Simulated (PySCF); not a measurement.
**C2H12OSi3: electronic excitations**

Wanted: the electronic excitations of C2H12OSi3 (`CCO[SiH2][SiH2][SiH3]`), by calculation.

Programs: PySCF 2.14.0, with density-fitted response routines of our own. Each step states its level of theory. These are calculated values for one molecule in the gas phase, unless marked as measured. Atoms count from 0, in the outputs and in this text.

### Step 1. The molecule as given

18 atoms, charge 0, multiplicity 1; geometry from: GFN2-xTB.

Bonds of the start (Å): C0–C1 1.52, C1–O2 1.40, O2–Si3 1.63, Si3–Si4 2.30, Si4–Si5 2.32, C0–H6 1.09, C0–H7 1.09, C0–H8 1.09, C1–H9 1.10, C1–H10 1.10, Si3–H11 1.47, Si3–H12 1.47, Si4–H13 1.48, Si4–H14 1.47, Si5–H15 1.47, Si5–H16 1.47, Si5–H17 1.47.

### Step 2. Ultraviolet spectrum: CAM-B3LYP/def2-SVPD

Job settings and geometry (Å):

```
{"job": {"kind": "uv", "xc": "CAM-B3LYP", "basis": "def2-SVPD", "nstates": 8, "ntriplets": 3}, "charge": 0, "multiplicity": 1}
C     -2.175484    -1.228893     1.017276
C     -2.019458    -0.305915    -0.180733
O     -0.688411     0.099946    -0.288367
Si    -0.016470     1.097832    -1.381181
Si     2.125788     1.003901    -0.561001
Si     2.385639    -0.251490     1.370678
H     -1.541787    -2.103314     0.893577
H     -3.210045    -1.547558     1.111292
H     -1.875841    -0.710486     1.924751
H     -2.662105     0.576139    -0.068520
H     -2.315752    -0.823085    -1.101939
H     -0.275541     0.595281    -2.742072
H     -0.713839     2.396182    -1.369107
H      3.031481     0.515978    -1.618162
H      2.619416     2.378566    -0.356653
H      1.545059     0.239810     2.468061
H      2.024306    -1.659483     1.173362
H      3.754285    -0.267094     1.902802
```

With the program's defaults for keys left out, this is: TDDFT CAM-B3LYP/def2-SVPD, vertical, gas phase, core orbitals frozen in the response.

Started as:

```bash
> OMP_NUM_THREADS=1 python probes_run.py task.json out
```

One launch serves the whole session: the jobs run in the order shown.

Predict these results of the whole session: lowest singlet (CAM-B3LYP/def2-SVPD); lowest triplet; surface potential, 1st and 99th percentile.

**Answer**, as computed:

| quantity | value |
| --- | --- |
| lowest singlet (CAM-B3LYP/def2-SVPD) | 6.44 eV (193 nm), f = 0.137 |
| lowest triplet | 5.66 eV |
| surface potential, 1st and 99th percentile | -0.59 V and 1.04 V |

**Reading.** The lowest singlet, at 6.44 eV, is HOMO→LUMO 0.87 and is bright. The lowest triplet lies 0.78 eV below the lowest singlet (triplets in Tamm-Dancoff, singlets in full TDDFT).
